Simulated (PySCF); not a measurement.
# CoN₂: relaxation and vibrations of the doublet

Aim: relax CoN₂ as a doublet from a side-on start, check by its vibrations whether the end is a minimum, and collect its spectrum and constants.

Program: PySCF 2.14.0. Level of theory: PBE0, basis Co def2-TZVP, N def2-TZVP, no relativity, density fitting. These are calculated values, not measurements.

**1. The system as given**

3 atoms, charge 0, spin multiplicity 2.

Bond lengths: Co1–N2 1.856 Å, Co1–N3 1.856 Å, N2–N3 1.200 Å. Angles: N2–Co1–N3 37.7°, Co1–N2–N3 71.1°, Co1–N3–N2 71.1°.

```xyz
3
charge 0 multiplicity 2
Co    0.0000    0.0000    0.0000
N     0.6000    0.0000    1.7568
N    -0.6000    0.0000    1.7568
```

**2. Finding the electronic state**

The steps below are one call of a driver around PySCF. For each, scf.py gives the equivalent set-up of the SCF; relaxations use the driver's own optimiser. After this first run the driver tries any further starts and a stability analysis.

scf.py reads:

```python
from pyscf import gto, scf, dft
mol = gto.M(atom='''
Co     0.000000     0.000000     0.000000
N      0.600000     0.000000     1.756760
N     -0.600000     0.000000     1.756760''',
    basis={'Co': 'def2-TZVP', 'N': 'def2-TZVP'},
    charge=0, spin=1)
mf = dft.UKS(mol, xc='PBE0')
mf.grids.atom_grid = (50, 194)
aux = {'Co': 'def2-universal-JKFIT', 'N': 'def2-universal-JKFIT'}
mf = mf.density_fit(auxbasis=aux)
mf.conv_tol = 1e-08
mf.diis_space = 10
mf.max_cycle = 60
mf.init_guess = 'minao'
mf.verbose = 4
mf.kernel()
```

On the command line:

```bash
> OMP_NUM_THREADS=4 python axn.py task.json out
```

What it wrote, shortened:

```text
[... the frontier levels of the middle cycles are left out ...]
init E= -1491.25589510239
[... the frontier-level lines of each cycle are left out ...]
cycle= 1 E= -1473.88951116072  delta_E= 17.4  |g|= 5.56  |ddm|=   11
cycle= 2 E= -1425.90146888491  delta_E=   48  |g|= 12.5  |ddm|= 14.6
cycle= 3 E= -1469.30068365694  delta_E= -43.4  |g|= 9.34  |ddm|= 7.57
cycle= 4 E= -1469.44845708833  delta_E= -0.148  |g|= 8.92  |ddm|= 1.44
cycle= 5 E= -1473.31014985804  delta_E= -3.86  |g|= 8.47  |ddm|= 1.03
cycle= 6 E= -1477.0414416913  delta_E= -3.73  |g|= 7.42  |ddm|= 0.933
cycle= 7 E= -1486.19983258627  delta_E= -9.16  |g|=  5.1  |ddm|= 4.37
cycle= 8 E= -1486.53503593098  delta_E= -0.335  |g|= 4.75  |ddm|= 0.525
cycle= 9 E= -1487.14278629142  delta_E= -0.608  |g|= 4.43  |ddm|= 0.159
cycle= 10 E= -1490.93661436822  delta_E= -3.79  |g|= 2.11  |ddm|= 0.998
cycle= 11 E= -1491.00569183966  delta_E= -0.0691  |g|= 1.97  |ddm|= 0.338
cycle= 12 E= -1484.28953984691  delta_E= 6.72  |g|= 4.61  |ddm|= 3.58
cycle= 13 E= -1491.48651021712  delta_E= -7.2  |g|= 1.28  |ddm|= 3.52
cycle= 14 E= -1491.77515337965  delta_E= -0.289  |g|= 0.693  |ddm|= 0.245
[... 16 cycles left out ...]
cycle= 31 E= -1491.89706876278  delta_E= 2.47e-05  |g|= 0.0116  |ddm|= 0.0254
cycle= 32 E= -1491.8969485432  delta_E= 0.00012  |g|= 0.0139  |ddm|= 0.0282
cycle= 33 E= -1491.89724488998  delta_E= -0.000296  |g|= 0.0197  |ddm|= 0.084
cycle= 34 E= -1491.89746653488  delta_E= -0.000222  |g|= 0.00197  |ddm|= 0.0405
cycle= 35 E= -1491.89750470536  delta_E= -3.82e-05  |g|= 0.00549  |ddm|= 0.0409
cycle= 36 E= -1491.89753577452  delta_E= -3.11e-05  |g|= 0.00463  |ddm|= 0.0302
cycle= 37 E= -1491.89755012157  delta_E= -1.43e-05  |g|= 0.00127  |ddm|= 0.0165
cycle= 38 E= -1491.89755398018  delta_E= -3.86e-06  |g|= 0.00134  |ddm|= 0.00971
cycle= 39 E= -1491.89755743052  delta_E= -3.45e-06  |g|= 0.000747  |ddm|= 0.00889
cycle= 40 E= -1491.89755397199  delta_E= 3.46e-06  |g|= 0.000396  |ddm|= 0.0103
cycle= 41 E= -1491.89755297329  delta_E= 9.99e-07  |g|= 0.000156  |ddm|= 0.0106
cycle= 42 E= -1491.89755306828  delta_E= -9.5e-08  |g|= 8.89e-05  |ddm|= 0.00139
cycle= 43 E= -1491.89755305477  delta_E= 1.35e-08  |g|= 4.53e-05  |ddm|= 0.000752
cycle= 44 E= -1491.89755305244  delta_E= 2.33e-09  |g|= 3.8e-05  |ddm|= 0.000521
Extra cycle  E= -1491.89755305536  delta_E= -2.92e-09  |g|= 7.93e-05  |ddm|= 0.00011
converged SCF energy = -1491.89755305536  <S^2> = 1.1527005  2S+1 = 2.3687131
```

This step, with its further starts and checks, took 37 s on 4 threads of Arm Neoverse V1, shared host.

The starts that the driver tried:

| start | energy (Eh) |
| --- | --- |
| the minimal-basis guess | -1491.897553 |
| a thermally smeared density | -1491.910808 |
| a smeared PBE density | -1491.906179 |

The first run landed in a state that is too high. Following the other starts and the instabilities gains 34.8 kJ/mol (-1491.91081 Eh), and the work goes on from there.

**3. Relaxation: side-on start, doublet**

The program finds C2v symmetry in the start, which this walk keeps. Threshold on the gradient: 0.0003 Eh/bohr, with a further test on the energy change.

Edit scf.py of step 2 so:

```diff
@@ -3,3 +3,3 @@
-Co     0.000000     0.000000     0.000000
-N      0.600000     0.000000     1.756760
-N     -0.600000     0.000000     1.756760''',
+Co     0.000000     0.000000    -0.565913
+N      0.600000     0.000000     1.190847
+N     -0.600000     0.000000     1.190847''',
@@ -15 +14,0 @@
-mf.init_guess = 'minao'
```

The optimiser's trace:

| step | energy (Eh) | change (kJ/mol) | largest symmetric gradient (Eh/bohr) |
| --- | --- | --- | --- |
| 0 | -1491.910808 | 0.00 | 0.09617 |
| 1 | -1491.917080 | -16.47 | 0.08024 |
| 2 | -1491.920690 | -25.95 | 0.02268 |
| 3 | -1491.922168 | -29.83 | 0.01401 |
| 4 | -1491.923419 | -33.11 | 0.00445 |
| 5 | -1491.923575 | -33.52 | 0.00148 |
| 6 | -1491.923597 | -33.58 | 0.00024 |
| 7 | -1491.923597 | -33.58 | 0.00002 |

The walk took 18 s.

Geometry (Å) and forces (eV/Å) at some steps:

```
step 0
Co   0.000   0.000  -0.566   0.000   0.000  -1.366
N    0.600   0.000   1.191  -4.945   0.000   0.683
N   -0.600   0.000   1.191   4.945   0.000   0.683
step 1
Co   0.000   0.000  -0.593   0.000   0.000  -1.921
N    0.551   0.000   1.204   4.126   0.000   0.961
N   -0.551   0.000   1.204  -4.126   0.000   0.961
step 4
Co   0.000   0.000  -0.684   0.000   0.000  -0.229
N    0.561   0.000   1.250   0.058   0.000   0.114
N   -0.561   0.000   1.250  -0.058   0.000   0.115
step 7
Co   0.000   0.000  -0.714   0.000   0.000  -0.001
N    0.560   0.000   1.265  -0.001   0.000   0.000
N   -0.560   0.000   1.265   0.001   0.000   0.001
```

After 7 steps and 33.6 kJ/mol it ends at C2v: Co–N 2.057 Å (×2), N–N 1.120 Å; Co–N–N 74.2° (×2), N–Co–N 31.6°.

**4. Vibrations and properties at this point**

On the finer grid the gradient is checked again; gradients at displacements of ±0.02 bohr then give force constants and infrared intensities.

Edit scf.py of step 3 so:

```diff
@@ -3,3 +3,3 @@
-Co     0.000000     0.000000    -0.565913
-N      0.600000     0.000000     1.190847
-N     -0.600000     0.000000     1.190847''',
+Co     0.000000     0.000000    -0.637655
+N      0.559755     0.000000     1.341814
+N     -0.559755     0.000000     1.341814''',
@@ -9 +9 @@
-mf.grids.atom_grid = (50, 194)
+mf.grids.atom_grid = (75, 302)
@@ -12 +12 @@
-mf.conv_tol = 1e-08
+mf.conv_tol = 1e-10
```

The driver hands on the density of the step before, so the log starts near convergence.

Log of the central SCF (cycles and frontier levels):

```text
init E= -1491.92351145092
[... the frontier-level lines of each cycle are left out ...]
cycle= 1 E= -1491.92351145083  delta_E= 9.6e-11  |g|= 2.14e-05  |ddm|= 1.2e-05
cycle= 2 E= -1491.92351144953  delta_E= 1.3e-09  |g|= 7.85e-05  |ddm|= 4.29e-05
cycle= 3 E= -1491.92351145093  delta_E= -1.4e-09  |g|= 6.7e-07  |ddm|= 3.42e-05
cycle= 4 E= -1491.92351145093  delta_E= 6.82e-12  |g|= 2.62e-07  |ddm|= 5.97e-07
Extra cycle  E= -1491.92351145092  delta_E= 3.18e-12  |g|= 4.68e-07  |ddm|= 7.82e-07
converged SCF energy = -1491.92351145092  <S^2> = 1.6630804  2S+1 = 2.766283
```

The whole step took 44 s.

Geometry: C2v; Co–N 2.057 Å (×2), N–N 1.120 Å; Co–N–N 74.2° (×2), N–Co–N 31.6°.

Harmonic modes (main isotopes):

```
symmetry  ω (cm⁻¹)  IR (km/mol)
      b2       222          0.9
      a1       240         31.8
      a1      2178          318
```

All wavenumbers are real: a minimum.

Properties at this point:

| Property | Result |
| --- | --- |
| Dipole moment | 0.21 D |
| Highest occupied level | -4.65 eV |
| Lowest empty level | -2.10 eV |
| Rotational constants | 1.921, 0.2266, 0.2027 cm⁻¹ |
| Zero-point energy | 15.8 kJ/mol |
| Principal polarisabilities | 38.7, 48.3, 73.7 bohr³ |
| Atomisation energy without zero-point energy | 916 kJ/mol |
| Principal traceless quadrupole moments about the centre of mass | -0.93, 0.18, 0.75 D Å |
| Entropy at 298.15 K and 1 bar (electronic part: spin only) | 274.1 J/(mol K) |
| Heat capacity Cp at 298.15 K | 48.3 J/(mol K) |
| Enthalpy at 298.15 K above 0 K | 12.62 kJ/mol |
| Rotational symmetry number | 2 |
| Spin squared ⟨S²⟩ | 1.663 |

Charges (e) and bond orders:

| atom | Mulliken | Löwdin | polar tensor | spin (Mulliken) | Mayer order to Co1 |
| --- | --- | --- | --- | --- | --- |
| Co1 | 0.02 | -0.07 | -0.22 | 1.11 | – |
| N2,3 | -0.01 | 0.03 | 0.11 | -0.05 | 0.43 |

Mulliken populations on Co1: s 7.03, p 12.16, d 7.79, f 0.00.

**5. Outcome**

| quantity | value |
| --- | --- |
| minimum | broken-symmetry (Ms = 1/2), C2v |
| geometry | Co–N 2.057 Å (×2), N–N 1.120 Å; Co–N–N 74.2° (×2), N–Co–N 31.6° |
| wavenumbers (cm⁻¹) | 222 (b2), 240 (a1), 2178 (a1) |
| dipole moment | 0.21 D |
| highest occupied, lowest empty level (either spin) | -4.65, -2.10 eV |
| polar-tensor charge of Co1 | -0.22 e |
| zero-point energy | 15.8 kJ/mol |
| entropy at 298.15 K | 274.1 J/(mol K) |
| atomisation energy (no zero-point energy) | 916 kJ/mol |
| ⟨S²⟩ | 1.663 |

In words: The molecule stays C2v, as typed, and the end point is a minimum. The determinant is spin-contaminated (⟨S²⟩ = 1.66 against 0.75), so it is no pure spin state. The strongest infrared band lies at 2178 cm⁻¹ (a1). The first SCF alone would have been 35 kJ/mol too high. Other starts or spin states, not run here, may lie lower. One determinant may miss the lowest occupation of an open d or f shell.

The search up to here took 98 s.
